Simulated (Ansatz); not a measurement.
# Cd2Se: what a guessed cell relaxes into

Aim: relax a trial structure of Cd2Se and see where it ends.

Computed with Ansatz 0.2.0 (DFT PBE, scalar-relativistic, plane waves, PAW, unless a step's input says otherwise).

## (1) The starting structure

The structure is cubic, space group Fm-3m (No. 225). Conventional cell: a = 6.849 Å, b = 6.849 Å, c = 6.849 Å, α = 90.00°, β = 90.00°, γ = 90.00°. Around Cd (site symmetry -43m) lie 4 Se at 2.97 Å. Around Se (site symmetry m-3m) lie 8 Cd at 2.97 Å.

As a file:

```xyz
3
Lattice="0.0000 3.4247 3.4247 3.4247 0.0000 3.4247 3.4247 3.4247 0.0000" Properties=species:S:1:pos:R:3 pbc="T T T"
Cd    1.7124    1.7124    1.7124
Cd    5.1371    5.1371    5.1371
Se    3.4247    3.4247    3.4247
```

The cell is invented: random cell by space group and Wyckoff sites (Fm-3m, No. 225). Its size is a rough estimate.

## (2) A first look at the guess

File input.yaml:

```yaml
crystal:
  lattice:
    - [0.0, 3.42473066, 3.42473066]
    - [3.42473066, 0.0, 3.42473066]
    - [3.42473066, 3.42473066, 0.0]
  atoms:
    - { symbol: Cd, position: [0.25, 0.25, 0.25] }
    - { symbol: Cd, position: [0.75, 0.75, 0.75] }
    - { symbol: Se, position: [0.5, 0.5, 0.5] }
basis:
  ecutwfc: 420
kpoints:
  mp_grid: { grid: [4, 4, 4] }
hamiltonian:
  xc: pbe
scf:
  occupations: { method: gaussian, width: 0.1 }
  lower_state_search: "off"
output:
  forces: true
  stress: true
  eigenvalues: true
```

Run with:

```console
$ ansatz run input.yaml --threads 1 --pin off --max-ram 2560MiB --backend cpu --events-out ev --progress --plain --runs-dir out
```

What it wrote, shortened:

```text
Warning: RAYON_NUM_THREADS=1 ignored (pool sized by the plan → 1); use --threads N
[...]
Pseudopotentials: kind: paw
Pseudopotential: Cd, paw, valence charge 20, recommended cutoff 420 eV (normal), Cd.paw.azcp
Pseudopotential: Se, paw, valence charge 16, recommended cutoff 420 eV (normal), Se.paw.azcp
Functional definition: PBE
[...]
Crystal: 3 atoms, lattice volume = 80.336 Å³
Basis set: ecut = 420 eV, 1591 PW (Γ), exchange–correlation on 72×72×72 points (8 copies of the dense FFT grid, shifted against one another)
Bands: 34, of which v1, the nominal top of the filled ones, is band 28 counted from 1 (27 counted from 0)
Symmetry: 48 space group operations
Space group: Fm-3m (ITA 225), of the structure as read, at distance tolerance 4.3e-5 Å
k-points: 8 of 64
[...]
SCF iter   1: F=—  HF=-21978.260764 eV  |F-HF|=—  |Δ(HF+E_count)|=         —  Δρ=1.19e-3  dr2=1.40e-3  ethr=1.77e-3  ⟨swp⟩=6.1  Hψ=1005  notcnv=0  defer=1
[...]
SCF iter   6: F=-21978.262479 eV  HF=-21978.262479 eV  |F-HF|=5.02e-8  |Δ(HF+E_count)|=   5.76e-7  Δρ=8.48e-6  dr2=6.76e-8  ethr=1.79e-10  ⟨swp⟩=7.0  Hψ=1115  notcnv=0
[...]
SCF converged after 6 iterations
Free energy (F): -21978.262479 eV
[...]
E sigma→0 (E₀):  -21978.262391 eV
Entropy (-TS):   -0.000176 eV (-0.059 meV/atom)
Fermi energy:    9.900669 eV
[...]
--- Forces (eV/Å), atoms counted from 1 ---
  atom   1  Cd    -0.00000000     0.00000000     0.00000000
  atom   2  Cd     0.00000000    -0.00000000    -0.00000000
  atom   3  Se     0.00000000    -0.00000000    -0.00000000
[...]
--- Stress (GPa, compression-positive) ---
        0.758548       0.000000      -0.000000
       -0.000000       0.758548      -0.000000
       -0.000000      -0.000000       0.758548
  P = ⅓ Tr σ = 0.7585 GPa (7.585 kbar)
--- Band table (eV; the first three rows and the last of 8) ---
[...]
```

Wall time 1.4 s (1 thread of Arm Neoverse V2, shared host); peak memory 0.32 GiB.

Read-out: pressure 0.8 GPa, largest force 0.00 eV/Å, gap on this mesh none (metal). A guess like this is first relaxed loosely on the coarse mesh.

## (3) Coarse relaxation

Changes to input.yaml since step 2:

```diff
@@ -22 +22,6 @@
   eigenvalues: true
+relax:
+  adjacent_minimum: "off"
+  f_tol: 0.04
+  max_steps: 70
+  cell: { stress_tol: 0.4 }
```

Run with:

```console
$ ansatz run input.yaml --threads 1 --pin off --max-ram 2560MiB --backend cpu --events-out ev --progress --plain --runs-dir out
```

What it wrote, shortened:

```text
Warning: RAYON_NUM_THREADS=1 ignored (pool sized by the plan → 1); use --threads N
[...]
[... 4 set-up lines as earlier in the session ...]
[...]
Crystal: 3 atoms, lattice volume = 80.336 Å³
Basis set: ecut = 420 eV, 1591 PW (Γ), exchange–correlation on 72×72×72 points (8 copies of the dense FFT grid, shifted against one another)
Bands: 34, of which v1, the nominal top of the filled ones, is band 28 counted from 1 (27 counted from 0)
[... 2 set-up lines as earlier in the session ...]
k-points: 8 of 64
[...]
SCF iter   1: F=—  HF=-21978.260764 eV  |F-HF|=—  |Δ(HF+E_count)|=         —  Δρ=1.19e-3  dr2=1.40e-3  ethr=1.77e-3  ⟨swp⟩=6.1  Hψ=1005  notcnv=0  defer=1
[...]
  atom   1  Cd    -0.00000000     0.00000000     0.00000000
  atom   2  Cd     0.00000000    -0.00000000    -0.00000000
  atom   3  Se    -0.00000000     0.00000000    -0.00000000
[...]
--- Stress (GPa, compression-positive) ---
       -0.016507      -0.000000      -0.000000
       -0.000000      -0.016507      -0.000000
       -0.000000      -0.000000      -0.016507
  P = ⅓ Tr σ = -0.0165 GPa (-0.165 kbar)
--- Band table (eV; the first three rows and the last of 8) ---
[...]
--- Relaxed structure (2 steps of the walk, 2 accepted, 1 SCFs on fresh bases) ---
  F+E_penalty+E_count = -21978.26616174 eV   max|allowed force component| = 1.400e-16 eV/Å   (the final SCF, on the basis selected at the relaxed cell)
  cell:  # Å, volume = 81.9416 Å³
    - [7.643058049343384e-35, 3.4473984077534983, 3.4473984077534983]
    - [3.4473984077534983, -7.643058049343385e-35, 3.4473984077534983]
    - [3.4473984077534983, 3.4473984077534983, -1.528611609868677e-34]
  atoms:
    - { symbol: Cd, position: [0.25, 0.25, 0.25] }
    - { symbol: Cd, position: [0.75, 0.75, 0.75] }
    - { symbol: Se, position: [0.5, 0.5, 0.5] }
```

It took 4.6 s on 1 thread of Arm Neoverse V2, shared host; peak memory 0.33 GiB.

Relaxation path:

| step | energy from step 1 (eV/cell) | largest force component (eV/Å) | pressure (GPa) | volume (Å³) |
| --- | --- | --- | --- | --- |
| 1 | 0.0000 | 0.0000 | 0.76 | 80.34 |
| 2 | -0.0033 | 0.0000 | -0.01 | 81.94 |
| 3 | -0.0037 | 0.0000 | -0.02 | 81.94 |

Step 1 is the start. Step 3 repeats the geometry before it on a plane-wave basis chosen anew for that cell, so its energy need not be comparable with the rows above.

Lengths and angles in the start's conventional setting:

|  | before | after | change |
| --- | --- | --- | --- |
| a (Å) | 6.849 | 6.895 | +0.7 % |
| b (Å) | 6.849 | 6.895 | +0.7 % |
| c (Å) | 6.849 | 6.895 | +0.7 % |
| volume (Å³/atom) | 26.78 | 27.31 | +2.0 % |
| shortest distance (Å) | 2.966 | 2.986 | +0.7 % |
| space group (0.01 Å) | Fm-3m | Fm-3m | same |

The run keeps the 48 symmetry operations of the start, so it could not have lowered the symmetry.

## (4) Full relaxation

The end of the coarse run is made exact in the group found at a tolerance of 0.06 Å and reduced to its primitive cell.

File input.yaml:

```yaml
crystal:
  lattice:
    - [0.0, 3.4473984078, 3.4473984078]
    - [3.4473984078, 0.0, 3.4473984078]
    - [3.4473984078, 3.4473984078, 0.0]
  atoms:
    - { symbol: Cd, position: [0.25, 0.25, 0.25] }
    - { symbol: Cd, position: [0.75, 0.75, 0.75] }
    - { symbol: Se, position: [0.5, 0.5, 0.5] }
basis:
  ecutwfc: 420
kpoints:
  mp_grid: { grid: [12, 12, 12] }
hamiltonian:
  xc: pbe
scf:
  occupations: { method: gaussian, width: 0.1 }
output:
  forces: true
  stress: true
  eigenvalues: true
  write_density: true
  write_potential: true
  elf: true
  volumetric_format: npy
relax:
  adjacent_minimum: "off"
  f_tol: 0.01
  max_steps: 80
  cell: { stress_tol: 0.05 }
```

Run with:

```console
$ ansatz run input.yaml --threads 1 --pin off --max-ram 2560MiB --backend cpu --events-out ev --progress --plain --runs-dir out
```

What it wrote, shortened:

```text
Warning: RAYON_NUM_THREADS=1 ignored (pool sized by the plan → 1); use --threads N
[...]
[... 4 set-up lines as earlier in the session ...]
[...]
Crystal: 3 atoms, lattice volume = 81.942 Å³
Basis set: ecut = 420 eV, 1639 PW (Γ), exchange–correlation on 72×72×72 points (8 copies of the dense FFT grid, shifted against one another)
Bands: 34, of which v1, the nominal top of the filled ones, is band 28 counted from 1 (27 counted from 0)
[... 2 set-up lines as earlier in the session ...]
k-points: 72 of 1728
[...]
SCF iter   1: F=—  HF=-21978.131140 eV  |F-HF|=—  |Δ(HF+E_count)|=         —  Δρ=1.89e-3  dr2=5.59e-3  ethr=1.77e-3  ⟨swp⟩=5.6  Hψ=8856  notcnv=0  defer=1
[...]
  atom   1  Cd    -0.00000000    -0.00000000     0.00000000
  atom   2  Cd     0.00000000    -0.00000000    -0.00000000
  atom   3  Se    -0.00000000     0.00000000     0.00000000
[...]
--- Stress (GPa, compression-positive) ---
        0.023744      -0.000000      -0.000000
       -0.000000       0.023744      -0.000000
       -0.000000      -0.000000       0.023744
  P = ⅓ Tr σ = 0.0237 GPa (0.237 kbar)
--- Band table (eV; the first three rows and the last of 72) ---
[...]
--- Relaxed structure (2 steps of the walk, 2 accepted, 1 SCFs on fresh bases) ---
  F+E_penalty+E_count = -21978.13268569 eV   max|allowed force component| = 1.295e-16 eV/Å   (the final SCF, on the basis selected at the relaxed cell)
  cell:  # Å, volume = 82.7415 Å³
    - [-4.139989776727666e-35, 3.458579855517575, 3.458579855517575]
    - [3.458579855517575, -3.184607520559743e-36, 3.458579855517575]
    - [3.458579855517575, 3.458579855517575, -3.821529024671692e-35]
  atoms:
    - { symbol: Cd, position: [0.25, 0.25, 0.25] }
    - { symbol: Cd, position: [0.75, 0.75, 0.75] }
    - { symbol: Se, position: [0.5, 0.5, 0.5] }
```

It took 37 s on 1 thread of Arm Neoverse V2, shared host; peak memory 0.46 GiB.

The steps of the relaxation:

```csv
step,E - E(step 1) (eV/cell),largest force component (eV/Å),pressure (GPa),volume (Å³)
1,0.0000,0.0000,0.37,81.94
2,-0.0008,0.0000,0.02,82.74
3,-0.0010,0.0000,0.02,82.74
```

Step 1 is the start. Step 3 repeats the geometry before it on a plane-wave basis chosen anew for that cell, so its energy need not be comparable with the rows above.

Lengths and angles in the start's conventional setting:

|  | before | after | change |
| --- | --- | --- | --- |
| a (Å) | 6.895 | 6.917 | +0.3 % |
| b (Å) | 6.895 | 6.917 | +0.3 % |
| c (Å) | 6.895 | 6.917 | +0.3 % |
| volume (Å³/atom) | 27.31 | 27.58 | +1.0 % |
| shortest distance (Å) | 2.986 | 2.995 | +0.3 % |
| space group (0.01 Å) | Fm-3m | Fm-3m | same |

The run keeps the 48 symmetry operations of the start, so it could not have lowered the symmetry.

The maps below are laid out on this run's own conventional cell (a, b, c = 6.917, 6.917, 6.917 Å).

Density in a lattice plane of the grid's cell (edges 6.92 and 6.92 Å, at 0.250 of the third edge), which holds Cd.

Values in e/Å³, 12 rows by 12 columns:
```
 0.07  0.09  0.17  0.28  0.17  0.09  0.07  0.09  0.17  0.28  0.18  0.09
 0.08  0.17  1.69  6.55  1.69  0.17  0.08  0.17  1.69  6.57  1.69  0.18
 0.10  0.28  6.57 26.54  6.55  0.28  0.09  0.28  6.55 26.54  6.57  0.28
 0.08  0.18  1.69  6.57  1.69  0.17  0.08  0.17  1.69  6.55  1.69  0.17
 0.07  0.09  0.18  0.28  0.17  0.09  0.07  0.09  0.17  0.28  0.17  0.09
 0.06  0.07  0.08  0.10  0.08  0.07  0.06  0.07  0.08  0.09  0.08  0.07
 0.07  0.09  0.17  0.28  0.18  0.09  0.07  0.09  0.17  0.28  0.17  0.09
 0.08  0.17  1.69  6.57  1.69  0.18  0.08  0.17  1.69  6.55  1.69  0.17
 0.09  0.28  6.55 26.54  6.57  0.28  0.10  0.28  6.57 26.54  6.55  0.28
 0.08  0.17  1.69  6.55  1.69  0.17  0.08  0.18  1.69  6.57  1.69  0.17
 0.07  0.09  0.17  0.28  0.17  0.09  0.07  0.09  0.18  0.28  0.17  0.09
 0.06  0.07  0.08  0.09  0.08  0.07  0.06  0.07  0.08  0.10  0.08  0.07
```
Columns run along the first of these edges and rows up along the second, over one cell in 12 and 12 even steps from the bottom left corner. Atoms in the plane (fractional): Cd at (0.25, 0.25), Cd at (0.75, 0.75), Cd at (0.25, 0.75), Cd at (0.75, 0.25).

ELF in the same plane.

Ten even steps from '0' (0.15) to '9' (0.90):
```
000000000000000000000000
000001110000000001110000
000023432000000023432000
000146764100000146764100
000248984200000248984200
000146764100000146764100
000023432000000023432000
000001110000000001110000
000000000000000000000000
000000000000000000000000
000000000000000000000000
000001110000000001110000
000023432000000023432000
000146764100000146764100
000248984200000248984200
000146764100000146764100
000023432000000023432000
000001110000000001110000
000000000000000000000000
000000000000000000000000
```
Columns run along the first of these edges and rows up along the second, over one cell in 24 and 20 even steps from the bottom left corner. Atoms in the plane (fractional): Cd at (0.25, 0.25), Cd at (0.75, 0.75), Cd at (0.25, 0.75), Cd at (0.75, 0.25).

Both are smooth fields of the valence electrons: close to the nuclei they are not physical.

The highest ELF values outside the cores: 0.79 in the shell around Se, 0.8 Å from Se.

## (5) What came out

```
                              quantity                                                                      value
symmetry at the end (tolerance 0.05 Å)                                                space group Fm-3m (No. 225)
                     conventional cell  a = 6.917 Å, b = 6.917 Å, c = 6.917 Å, α = 90.00°, β = 90.00°, γ = 90.00°
                                volume                                                              27.58 Å³/atom
              energy over the elements                                                              -0.05 eV/atom
                       gap on the mesh                                                               none (metal)
```

What this shows: The space group Fm-3m (No. 225) is kept, and the volume per atom grows by 3.0 % from the first guess. The formation energy of this structure is too near zero to say whether it is bound against the elements. No finished test with a distortion of lower symmetry is shown, so the end may be a saddle point. Spin polarisation is off in the runs that give these values; a magnetic solution could lie lower.
